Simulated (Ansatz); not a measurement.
# ZrB (doublet): wave-function methods side by side, def2-TZVPP

An exercise on one series of results from a longer session: the logs are not shown, and one member is left open.

Program: Ansatz 0.2.0, Gaussian basis. Level of theory: def2-TZVPP, core rule «outside noble gas», up to 5 orbitals frozen. These are calculated values, not measurements.

To be run: UHF; ROHF; CCSD(T) on UHF.

2 further runs of the same task are left out: 2 set aside as unsound or not needed.

### What is computed

The geometry is a PBE0/def2-TZVP stationary point (not a proven minimum). No spin-orbit coupling is included. Elements past krypton take def2 core potentials.

2 atoms, charge 0, spin multiplicity 2.

Atoms are counted from 1 here; the program's logs count them from 0.

Bond lengths: Zr1–B2 2.044 Å.

Set-up of the first run:

File in.yaml:

```yaml
crystal:
  periodic: [false, false, false]
  atoms:
    - {symbol: Zr, position_ang: [0.000000, 0.000000, 0.000000]}
    - {symbol: B, position_ang: [0.000000, 0.000000, 2.044400]}
basis:
  gaussian: {orbitals: def2-TZVPP}
magnetization: {spin_polarized: true, initial_magnetization: 1}
hamiltonian: {xc: hf}
output: {orbitals: {seedname: orbitals}}
```

On the command line:

```console
ansatz run in.yaml --threads 1 --pin off --events-out ev --progress --plain --max-ram 4096MiB --backend cpu
```

Steps of the session up to this table: UHF; ROHF; CCSD(T) on UHF.

One table of the session follows, with a row left open; its other results are not shown here.

```
  method  from UCCSD(T) (kcal/mol)
    ROHF                   +134.80
    UMP2                    +30.43
   UCCSD                         ?
UCCSD(T)                         0
```

Q: Estimate the row for UCCSD from the others.

As computed: from UCCSD(T) (kcal/mol): +9.37. In the column «from UCCSD(T) (kcal/mol)» it lies between UCCSD(T) (0) and UMP2 (+30.43).

Left out of the table: UHF (another determinant or state than the rows shown).

The program flags UCCSD(T) as in doubt (see the logs), so the zero of the table is itself unsure.

Limits of these values: The determinant is far from a pure spin state, so its energy mixes those of several spin states (harmless only where they are near-degenerate, as at dissociation). The program flags UCCSD(T) as in doubt, so the zero of the table is itself unsure. Warnings: spin contamination; coupled cluster took another determinant than the lowest.
